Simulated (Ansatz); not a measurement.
**MoCl (sextet): the correlation ladder, def2-TZVPP**

An exercise on one series of results from a longer session: the logs are not shown, and one member is left open.

Computed with Ansatz 0.2.0, Gaussian basis. Level: def2-TZVPP, core rule «outside noble gas», up to 9 orbitals frozen.

The runs, in order: UHF; ROHF; CCSD(T) on UHF.

## What is computed

The geometry is a PBE0/def2-TZVP stationary point (not a proven minimum). No spin-orbit coupling is included. Elements past krypton take def2 core potentials.

2 atoms, charge 0, spin multiplicity 6.

Atoms are counted from 1 here; the program's logs count them from 0.

Bond lengths: Mo1–Cl2 2.281 Å.

Set-up of the first run:

Contents of in.yaml:

```yaml
crystal:
  periodic: [false, false, false]
  atoms:
    - {symbol: Mo, position_ang: [0.000000, 0.000000, 0.000000]}
    - {symbol: Cl, position_ang: [0.000000, 0.000000, 2.280600]}
basis:
  gaussian: {orbitals: def2-TZVPP}
magnetization: {spin_polarized: true, initial_magnetization: 5}
hamiltonian: {xc: hf}
output: {orbitals: {seedname: orbitals}}
```

Started as:

```sh
$ ansatz run in.yaml --threads 1 --pin off --events-out ev --progress --plain --max-ram 4096MiB --backend cpu
```

Among the steps run: UHF; ROHF; CCSD(T) on UHF.

One table of the session follows, with a row left open; its other results are not shown here.

It belongs to the step «Misses and costs». 

| method | from UCCSD(T) (meV) |
| --- | --- |
| ROHF | +8872.9 |
| UHF | +8711.8 |
| UMP2 | ? |
| UCCSD | +353.2 |
| UCCSD(T) | 0 |

Q: Estimate the row for UMP2 from the others.

**Answer.** from UCCSD(T) (meV): +944.1. In the column «from UCCSD(T) (meV)» it lies between UCCSD (+353.2) and UHF (+8711.8).
